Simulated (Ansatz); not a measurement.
Run this with the Ansatz DFT code, driven from Python and show what comes out.

The script, `run_freq.py`:
```python
# -*- coding: utf-8 -*-
'''Harmonic frequencies of AsK at its relaxed geometry.'''

import warnings

import ansatz as az
import numpy as np

warnings.simplefilter('ignore', az.DeckWarning)

molecule = (
    az.Crystal.molecule()
    .atom('K', [0.0, 0.0, 0.0])
    .atom('As', [0.0, 0.0, 3.12])
)

calc = molecule.calculation()
calc = calc.basis(gaussian='def2-SVP').correlation('mp2')
calc = calc.spin('collinear', total=2)
symbols = [site.symbol for site in molecule.cartesian_sites]
start = np.array([site.position_ang for site in molecule.cartesian_sites], dtype=float)
r = calc.relax(force_tolerance=0.003, max_steps=100).run().report
end = np.array(r['positions_ang'])

print('final positions (A) and the move of each atom')
for symbol, xyz, old in zip(symbols, end, start):
    print(f'{symbol:2s} {xyz[0]:10.5f} {xyz[1]:10.5f} {xyz[2]:10.5f}   {np.linalg.norm(xyz - old):7.4f}')

# same settings at the minimum
minimum = az.Crystal.molecule()
for symbol, place in zip(symbols, end):
    minimum = minimum.atom(symbol, place.tolist())
vibrating = (
    minimum.calculation()
    .basis(gaussian='def2-SVP')
    .correlation('mp2')
    .spin('collinear', total=2)
    .phonons(temperatures=(200, 600, 100))
)
vib = vibrating.run().report['vibrations']
sums = vib['harmonic_sums']
modes = [m['omega_inv_cm'] for m in sums['modes_at_gamma'] if m['rigid_motion'] == 'no']
print('frequencies (1/cm):', ' '.join(f'{w:.0f}' for w in modes))
print('imaginary modes:', sum(w < 0 for w in modes), ' zero-point energy:', round(sums['zero_point_energy_ev'], 4), 'eV')
```

`python run_freq.py` gives:
```text
final positions (A) and the move of each atom
K    -0.00000   -0.00000   -0.04480    0.0448
As    0.00000    0.00000    3.16480    0.0448
frequencies (1/cm): 152
imaginary modes: 0  zero-point energy: 0.0094 eV
```

Notes:
- The frequencies are harmonic and unscaled, in a modest basis.
- The run takes the species as open-shell (spin multiplicity 3), which needn't be its ground state.
- The spin state was assumed, and another may lie lower.
- It ran for 48 s on 1 thread of Arm Neoverse V1, on a shared host, peak memory 0.22 GiB.
